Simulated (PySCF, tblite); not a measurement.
# C4H8FOSi radical: geometry, infrared bands and EPR parameters

Wanted: the infrared bands and EPR parameters of C4H8FOSi radical (`O[C]1CC([SiH2]F)C1`), by calculation.

Programs: tblite 0.8.0 and PySCF 2.14.0, with density-fitted response routines of our own. Each step states its level of theory. These are calculated values for one molecule in the gas phase, unless marked as measured. Atoms are numbered from 0 throughout.

### 1 Starting geometry

15 atoms, charge 0, multiplicity 2; geometry from: force field or distance geometry start.

Bonds of the start (Å): O0–C1 1.38, C1–C2 1.49, C2–C3 1.50, C3–Si4 1.84, Si4–F5 1.69, C3–C6 1.51, C6–C1 1.51, O0–H7 0.98, C2–H8 1.10, C2–H9 1.12, C3–H10 1.13, Si4–H11 1.48, Si4–H12 1.47, C6–H13 1.11, C6–H14 1.10.

### 2 Geometry optimisation with GFN2-xTB

The job: settings as JSON, then the geometry in Å.

```
{"job": {"kind": "relax", "xc": "GFN2-xTB", "basis": "xTB"}, "charge": 0, "multiplicity": 2}
O      2.638700    -0.180500    -0.484100
C      1.655100    -0.219500     0.487500
C      0.674300     0.898400     0.523200
C     -0.425700    -0.117100     0.608800
Si    -1.934200     0.189200    -0.407200
F     -2.428200     1.806200    -0.344200
C      0.541200    -1.150800     0.075800
H      2.421800     0.390300    -1.251200
H      0.627100     1.543700    -0.371700
H      0.684300     1.498200     1.469500
H     -0.746300    -0.407500     1.647500
H     -3.031200    -0.607900     0.181000
H     -1.758200    -0.224500    -1.806400
H      0.605600    -2.094200     0.656300
H      0.471400    -1.316000    -1.006500
```

Command:

```sh
$ OMP_NUM_THREADS=1 python probes_run.py task.json out
```

The driver reads the jobs from task.json and runs them one after another.

Log:

```text
step      E/eV     max force
  0    -628.82247    3.180
  1    -629.20331    1.626
  2    -629.35051    0.797
  3    -629.42576    0.757
  4    -629.46863    0.552
  5    -629.51051    0.481
  6    -629.55240    0.500
  7    -629.57782    0.405
  8    -629.59130    0.291
  9    -629.60116    0.268
 10    -629.61582    0.364
 11    -629.63625    0.431
 12    -629.65666    0.427
 13    -629.67243    0.295
 14    -629.68553    0.344
 15    -629.69917    0.407
 16    -629.71337    0.310
 17    -629.72533    0.264
 18    -629.73552    0.211
 19    -629.73642    0.751
 20    -629.74791    0.329
 21    -629.75271    0.245
 22    -629.76254    0.456
 23    -629.76587    0.184
 24    -629.76934    0.138
 25    -629.77547    0.384
 26    -629.77847    0.172
 27    -629.78242    0.187
 28    -629.78731    0.290
 29    -629.78897    0.261
 30    -629.78993    0.098
 31    -629.79047    0.057
 32    -629.79081    0.062
 33    -629.79117    0.040
 34    -629.79141    0.041
 35    -629.79174    0.047
 36    -629.79198    0.043
 37    -629.79216    0.029
 38    -629.79230    0.025
 39    -629.79242    0.027
 40    -629.79253    0.025
 41    -629.79263    0.025
 42    -629.79276    0.029
 43    -629.79297    0.034
 44    -629.79329    0.044
 45    -629.79372    0.046
 46    -629.79414    0.044
 47    -629.79450    0.040
 48    -629.79481    0.048
 49    -629.79509    0.054
 50    -629.79538    0.052
 51    -629.79572    0.059
 52    -629.79612    0.055
 53    -629.79660    0.055
 54    -629.79709    0.059
 55    -629.79759    0.060
 56    -629.79810    0.049
 57    -629.79871    0.084
 58    -629.79938    0.059
 59    -629.80023    0.070
 60    -629.80115    0.096
 61    -629.80229    0.095
 62    -629.80344    0.095
 63    -629.80471    0.142
 64    -629.80547    0.109
 65    -629.80604    0.078
 66    -629.80656    0.068
 67    -629.80734    0.057
 68    -629.80826    0.063
 69    -629.80878    0.046
 70    -629.80899    0.044
 71    -629.80915    0.026
 72    -629.80929    0.023
 73    -629.80942    0.026
 74    -629.80956    0.027
 75    -629.80964    0.022
 76    -629.80969    0.023
 77    -629.80973    0.023
 78    -629.80978    0.019
 79    -629.80983    0.022
 80    -629.80987    0.018
 81    -629.80990    0.011
 82    -629.80992    0.010
 83    -629.80993    0.014
 84    -629.80996    0.020
 85    -629.80999    0.020
 86    -629.81002    0.011
 87    -629.81003    0.005
```

Run time: 0.53 s. Hardware: 1 thread of Arm Neoverse V1, shared host; peak memory 0.17 GiB.

The steps of the relaxation: (not every step is listed)

```
step  energy from step 0 (eV)  largest force (eV/Å)
   0                   0.0000                3.1800
   1                  -0.3808                1.6261
   2                  -0.5280                0.7973
   3                  -0.6033                0.7570
   4                  -0.6462                0.5518
   5                  -0.6880                0.4814
   6                  -0.7299                0.5001
   7                  -0.7554                0.4051
   8                  -0.7688                0.2908
  15                  -0.8767                0.4069
  22                  -0.9401                0.4561
  29                  -0.9665                0.2610
  36                  -0.9695                0.0426
  43                  -0.9705                0.0335
  50                  -0.9729                0.0522
  57                  -0.9762                0.0844
  64                  -0.9830                0.1090
  71                  -0.9867                0.0262
  78                  -0.9873                0.0189
  82                  -0.9875                0.0103
  83                  -0.9875                0.0137
  84                  -0.9875                0.0200
  85                  -0.9875                0.0196
  86                  -0.9876                0.0115
  87                  -0.9876                0.0055
```

Close pairs (by a distance rule), those that changed most:

```
   bond  before (Å)  after (Å)  change (Å)
 Si4–F5       1.692      1.614      -0.078
  C2–C3       1.500      1.550      +0.051
 C3–Si4       1.844      1.892      +0.048
  C3–C6       1.512      1.547      +0.035
 C3–H10       1.125      1.092      -0.033
  C2–H9       1.120      1.092      -0.028
Si4–H11       1.478      1.455      -0.023
 C6–H13       1.110      1.091      -0.018
```

The final coordinates are the input of the step that follows.

### 3 Vibrational analysis with GFN2-xTB

The job: settings as JSON, then the geometry in Å.

```
{"job": {"kind": "ir", "xc": "GFN2-xTB", "basis": "xTB"}, "charge": 0, "multiplicity": 2}
O      2.435195    -0.262873    -0.960743
C      1.567869    -0.244589     0.104645
C      0.695455     0.911204     0.493514
C     -0.466049    -0.101391     0.664205
Si    -1.948865     0.160294    -0.481451
F     -2.666098     1.535206    -0.034007
C      0.476966    -1.260064     0.260801
H      2.786201     0.622615    -1.104519
H      0.554385     1.671429    -0.283565
H      0.979933     1.425423     1.414416
H     -0.782224    -0.179064     1.706279
H     -2.955586    -0.878049    -0.324526
H     -1.542293     0.402330    -1.858539
H      0.641849    -2.004418     1.041607
H      0.218846    -1.790063    -0.660029
```

Log:

```text
mode    cm-1     km/mol
  1      37.6      2.96
  2      52.2      1.79
  3     135.8     12.52
  4     260.6     14.92
  5     262.0      6.09
  6     295.4    136.16
  7     317.6      0.55
  8     377.8      6.33
  9     494.3     86.30
 10     569.1     41.58
 11     621.3     31.70
 12     710.9     94.63
 13     729.3     60.96
 14     768.8    270.63
 15     814.1    256.63
 16     834.0     11.52
 17     911.1     34.87
 18     984.3     12.75
 19    1008.9     11.27
 20    1023.3      7.31
 21    1034.9      3.34
 22    1066.0     53.06
 23    1079.1     17.18
 24    1205.3      3.11
 25    1208.4      9.63
 26    1212.7      3.70
 27    1244.6     27.57
 28    1266.3     89.83
 29    1358.2    201.85
 30    1459.1      1.56
 31    1468.6      1.05
 32    2318.4    364.10
 33    2338.7    154.11
 34    2883.2     46.29
 35    2916.8     34.57
 36    2944.1     24.38
 37    2954.6     64.20
 38    2963.1     46.94
 39    3539.2     17.32
```

Run time: 0.46 s. Hardware: 1 thread of Arm Neoverse V1, shared host; peak memory 0.17 GiB.

The strongest bands and the atoms that carry them (share of the mass-weighted mode):

```
cm⁻¹  km/mol                        atoms
 295   136.2                      H7 68 %
 711    94.6  H12 26 %, H11 19 %, C3 11 %
 769   270.6           H12 47 %, H11 43 %
 814   256.6            F5 50 %, Si4 42 %
1266    89.8             C1 43 %, H7 31 %
1358   201.8             C1 64 %, O0 14 %
2318   364.1           H12 72 %, H11 24 %
2339   154.1           H11 73 %, H12 25 %
```

### 4 EPR parameters: B3LYP/pcH-1

Settings changed since step 3:

```diff
@@ -1,2 +1,2 @@
-{"job": {"kind": "ir", "xc": "GFN2-xTB", "basis": "xTB"}, "charge": 0, "multiplicity": 2}
+{"job": {"kind": "epr", "basis": "pcH-1"}, "charge": 0, "multiplicity": 2}
 O      2.435195    -0.262873    -0.960743
```

Method: UKS B3LYP, pcH-1 on C F H O Si, non-relativistic, mean-field spin-orbit, GIAO.

Log:

```text
UKS, coarse grid
  cycle   1  E = -621.67274420  |g| = 6.13e-01
  cycle   2  E = -621.50560024  |g| = 9.57e-01
  cycle   3  E = -621.79922423  |g| = 8.46e-02
  cycle   4  E = -621.80127223  |g| = 4.66e-02
  cycle   5  E = -621.80230199  |g| = 8.77e-03
  cycle   6  E = -621.80233014  |g| = 4.44e-03
  cycle   7  E = -621.80233646  |g| = 1.35e-03
  cycle   8  E = -621.80233923  |g| = 5.05e-04
UKS, final grid
  cycle   1  E = -621.80222159  |g| = 6.91e-04
  cycle   2  E = -621.80222139  |g| = 1.03e-03
  cycle   3  E = -621.80222179  |g| = 7.19e-05
  cycle   4  E = -621.80222179  |g| = 2.37e-05
E = -621.80222179 Eh   <S^2> = 0.7534 (exact 0.7500)
g shifts (ppm)      1          2          3
  rmc          -191       -191       -191
  gc             13         10         19
  oz_so         -16       1041       1976
  total        -194        859       1804
hyperfine (MHz)  atom isotope    a_iso     a_fc   dipolar eigenvalues
    0   17O     -24.47     -24.52    -59.41     28.55     30.87
    1   13C     210.61     210.62    -74.64    -72.27    146.91
    2   13C      -5.94      -5.95     -4.52     -1.72      6.23
    3   13C      19.35      19.36     -2.34     -2.21      4.54
    4  29Si      -2.17      -2.16     -0.29     -0.01      0.30
    5   19F       2.19       2.18     -1.60     -0.50      2.10
    6   13C      -8.04      -8.05     -4.18     -1.50      5.68
    7    1H     -11.11     -11.14    -12.58     -8.58     21.16
    8    1H      56.42      56.42     -4.68     -2.59      7.27
    9    1H      80.13      80.13     -6.19     -4.36     10.55
   10    1H       4.21       4.21     -3.00     -2.14      5.15
   11    1H      -0.13      -0.13     -0.81     -0.64      1.45
   12    1H       1.01       1.01     -1.20     -1.13      2.33
   13    1H      78.06      78.06     -6.05     -4.33     10.38
   14    1H      54.29      54.28     -4.64     -2.67      7.31
```

Run time: 73 s. Hardware: 1 thread of Arm Neoverse V1, shared host; peak memory 0.96 GiB.

Principal g values 2.00213, 2.00318, 2.00412; g(iso) = 2.00314, against 2.00232 for a free electron.

Hyperfine couplings; where a row names several nuclei, a(iso) is their mean (it holds for fast rotation or exchange) and the dipolar term the largest among them:

```
  nuclei  isotope  a(iso) (MHz)  a(iso) (G, at g = 2.0023)  largest dipolar term (MHz)
      C1      13C         210.6                       75.1                       146.9
 H9, H13       1H          79.1                       28.2                        10.5
 H8, H14       1H          55.4                       19.8                         7.3
      O0      17O         -24.5                       -8.7                       -59.4
      C3      13C          19.4                        6.9                         4.5
      H7       1H         -11.1                       -4.0                        21.2
  C2, C6      13C          -7.0                       -2.5                         6.2
     H10       1H           4.2                        1.5                         5.1
      F5      19F           2.2                        0.8                         2.1
     Si4     29Si          -2.2                       -0.8                         0.3
H11, H12       1H           0.4                        0.2                         2.3
```

Mulliken spin populations:

O0 0.12; C1 0.82; C2 -0.05; C3 0.02; Si4 0.00; F5 0.00; C6 -0.05; H7 0.00; H8 0.04; H9 0.03; H10 0.00; H11 0.00; H12 0.00; H13 0.03; H14 0.04

In first order the couplings over 0.8 MHz of 1H, 19F give 72 distinct lines over 102.2 G, if the averaged nuclei exchange fast; the same motion can average rows kept apart here too.

Orbitals, density, ELF and potential are computed afterwards from the orbital file.

ELF in a plane through or near 4 of the atoms.

Ten even steps from ' ' (0.00) to '@' (1.00):
```
                                                        
                                                        
                                                        
                        ....                            
                    ..++####++        ..::..            
                    ==@@@@@@@@::    ==**####==..        
                    ==@@@@@@@@..  ..**%%##%%##--        
                  ..==##%%%%++    ..++%%++%%##--        
                ..--####==++==--++::..--##**==..        
            ..::====**%%==++++##@@--::....::            
          ..::==**..****--==++**@@**....**%%**==..      
            ..::++**##@@++##%%**##**==##@@@@@@@@**..    
              ..--++##++**--##==::..--##@@@@@@@@**..    
                    --**++++==::      ==@@@@@@%%::      
                    ==####++--..      ..##%%##--        
                    ::++==::..                          
                      ....                              
                                                        
                                                        
                                                        
```
The map spans 11.0 Å across and 9.4 Å up, centred on the molecule. Atoms in the plane (x, y in Å): C1 (-1.6, -0.2), F5 (2.7, 1.4), C6 (-0.5, -1.3), H8 (-0.5, 1.7).

log10 of the density (e/Å³) in the same plane.

Ten even steps from '0' (-4.0) to '9' (1.5):
```
0000000000000000000000000000
0000000000000000000000000000
0000000000111110000000000000
0000000011222222111222100000
0000000122344433223444320000
0000001233456654345666542100
0000012334567764456788653100
0000234445677765556798653200
0001244556677666666777643100
0001345667777667767766542100
0001345677976677766666543210
0001245567777777666666543210
0000234456679776555566543210
0000012344677765444444432200
0000001234566654333333322100
0000000123445443221222110000
0000000012333332110011000000
0000000001222221000000000000
0000000000000000000000000000
0000000000000000000000000000
```
The map spans 11.0 Å across and 9.4 Å up, centred on the molecule. Atoms in the plane (x, y in Å): C1 (-1.6, -0.2), F5 (2.7, 1.4), C6 (-0.5, -1.3), H8 (-0.5, 1.7).

On the surface of density 0.002 e/bohr³ the electrostatic potential runs, from the 1st to the 99th percentile, from -1.24 V near O0 to 2.40 V near H7.

The spin density lies nearest to C1 64 %; O0 14 %.

### 5 Results

| quantity | value |
| --- | --- |
| strongest single infrared mode (GFN2-xTB) | 2318 cm⁻¹, 364 km/mol |
| zero-point energy (GFN2-xTB) | 68.1 kcal/mol |
| g(iso) (B3LYP) | 2.00314 |
| ⟨S²⟩ | 0.753 (exact 0.75) |
| largest a(iso) (averaged by class) | 13C on C1, 210.6 MHz |
| potential on the surface of density 0.002 e/bohr³, 1st and 99th percentile | -1.24 V and 2.40 V |

**Reading.** The optimisation took 87 steps and gained 0.988 eV; among the close pairs (by a distance rule), Si4–F5 changed most, from 1.692 to 1.614 Å. No mode is imaginary among the 39: a minimum at this level. The strongest single mode, at 2318 cm⁻¹, moves mainly H12. GFN2-xTB is a fitted tight-binding method: band positions and strengths are rough. Its intensities can rank the bands wrongly. Most of the unpaired spin sits on C1 (0.82 e). The isotropic g lies 0.8 ppt above the free-electron value. The conformer search found further structures of the same energy, which may be mirror or relabelled copies of this one.
